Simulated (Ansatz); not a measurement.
# C₄H₈Si: up Jacob's ladder to CCSD(T)

An exercise on one series of results from a longer session: the logs are not shown, and one member is left open.

Computed with Ansatz 0.2.0, Gaussian basis. Level: functionals in def2-TZVPP, the program's frozen cores in correlated methods.

The runs, in order: LDA (SPW92), PBE-D4, revPBE-D4, BLYP-D4, r2SCAN-D4, B97M-V, PBE0-D4, B3LYP-D4, r2SCANh-D4, r2SCAN0-D4, HSE06-D4, BHLYP-D4, CAM-B3LYP-D4, LC-ωPBE, ωB97X-V, ωB97M-V, B2PLYP, PBE-QIDH; CCSD(T)/def2-SVP; CCSD(T)/def2-TZVPP; MP2/def2-QZVPP; extrapolation to the limit; RPA on PBE.

## The geometry

All runs share one geometry, relaxed beforehand with PBE0-D4 in a triple-zeta def2 set.

SMILES `C#CC(C)[SiH3]`, 13 atoms, charge 0, spin multiplicity 1.

Atoms are counted from 1 here; the program's logs count them from 0.

Bond lengths: C1–C2 1.202 Å, C1–H6 1.064 Å, C2–C3 1.448 Å, C3–C4 1.533 Å, C3–Si5 1.898 Å, C3–H7 1.097 Å, C4–H8 1.092 Å, C4–H9 1.092 Å, C4–H10 1.092 Å, Si5–H11 1.485 Å, Si5–H12 1.484 Å, Si5–H13 1.489 Å. Angles: C2–C1–H6 179.4°, C1–C2–C3 177.7°, C2–C3–C4 112.6°, C2–C3–Si5 108.3°, C2–C3–H7 108.6°, C4–C3–Si5 111.5°, C4–C3–H7 109.3°, Si5–C3–H7 106.4°, C3–C4–H8 110.8°, C3–C4–H9 110.7°, C3–C4–H10 110.9°, H8–C4–H9 108.4°, H8–C4–H10 107.8°, H9–C4–H10 108.3°, C3–Si5–H11 109.2°, C3–Si5–H12 110.3°, C3–Si5–H13 108.9°, H11–Si5–H12 109.9° and more.

Geometry (Å):

```xyz
13
C4H8Si
C    -1.68302    1.91607    0.00825
C    -0.73312    1.18905   -0.11131
C     0.37818    0.26945   -0.23867
C     1.14735    0.08945    1.07499
Si   -0.28954   -1.38444   -0.88785
H    -2.51765    2.56818    0.10907
H     1.06101    0.65058   -1.00866
H     1.54115    1.04492    1.42772
H     1.98461   -0.59897    0.94038
H     0.49658   -0.31167    1.85462
H    -1.22834   -1.95823    0.10981
H    -0.98712   -1.18602   -2.18286
H     0.85031   -2.32297   -1.08079
```

The first run:

in.yaml reads:

```yaml
crystal:
  periodic: [false, false, false]
  atoms:
    - {symbol: C, position_ang: [-1.683017, 1.916073, 0.008250]}
    - {symbol: C, position_ang: [-0.733121, 1.189051, -0.111306]}
    - {symbol: C, position_ang: [0.378185, 0.269447, -0.238668]}
    - {symbol: C, position_ang: [1.147352, 0.089447, 1.074985]}
    - {symbol: Si, position_ang: [-0.289544, -1.384443, -0.887849]}
    - {symbol: H, position_ang: [-2.517654, 2.568176, 0.109070]}
    - {symbol: H, position_ang: [1.061009, 0.650584, -1.008655]}
    - {symbol: H, position_ang: [1.541148, 1.044919, 1.427720]}
    - {symbol: H, position_ang: [1.984614, -0.598970, 0.940376]}
    - {symbol: H, position_ang: [0.496578, -0.311665, 1.854616]}
    - {symbol: H, position_ang: [-1.228338, -1.958235, 0.109813]}
    - {symbol: H, position_ang: [-0.987123, -1.186015, -2.182858]}
    - {symbol: H, position_ang: [0.850310, -2.322969, -1.080794]}
basis:
  gaussian: {orbitals: def2-TZVPP}
hamiltonian: {xc: lda}
output: {orbitals: {seedname: orbitals}}
```

Command:

```bash
$ ansatz run in.yaml --threads 4 --pin off --events-out ev --progress --plain --max-ram 10444MiB
```

Among the steps run: LDA; PBE-D4 (GGA); revPBE-D4 (GGA); BLYP-D4 (GGA); r2SCAN-D4 (meta-GGA); B97M-V (meta-GGA); PBE0-D4 (hybrid); B3LYP-D4 (hybrid); r2SCANh-D4 (hybrid); r2SCAN0-D4 (hybrid); HSE06-D4 (hybrid); BHLYP-D4 (hybrid); CAM-B3LYP-D4 (range-separated); LC-ωPBE (range-separated); ωB97X-V (range-separated); ωB97M-V (range-separated); B2PLYP (double hybrid); PBE-QIDH (double hybrid).

One of the session's tables, all rows but one given; the rest of the session is left out.

It belongs to the step «Frontier levels by functional». 

```
  functional  HOMO (eV)  LUMO (eV)  gap (eV)
 LDA (SPW92)      -6.39      -0.64      5.75
      PBE-D4      -6.23      -0.41      5.82
   revPBE-D4      -6.17      -0.31      5.86
     BLYP-D4      -6.09      -0.30      5.78
   r2SCAN-D4      -6.43       0.00      6.43
      B97M-V      -6.49      -0.27      6.23
     PBE0-D4      -7.39       0.43      7.82
    B3LYP-D4      -7.17       0.19      7.37
  r2SCANh-D4          ?          ?         ?
  r2SCAN0-D4      -7.52       0.71      8.23
    HSE06-D4      -6.99       0.06      7.05
    BHLYP-D4      -8.42       1.21      9.63
CAM-B3LYP-D4      -8.71       1.35     10.06
     LC-ωPBE     -10.07       2.54     12.61
     ωB97X-V      -9.70       2.36     12.06
     ωB97M-V      -9.58       2.01     11.59
```

Estimate the missing values for r2SCANh-D4.

Worked estimate for «HOMO (eV)». Against the share of exact exchange, r2SCAN-D4 (0, -6.43), r2SCAN0-D4 (0.25, -7.52) give a slope of -4.36 per unit share; at 0.1 the line stands at -6.87.

The run gave: HOMO (eV): -6.86; LUMO (eV): 0.29; gap (eV): 7.16. In «HOMO (eV)» the line misses by -0.01.
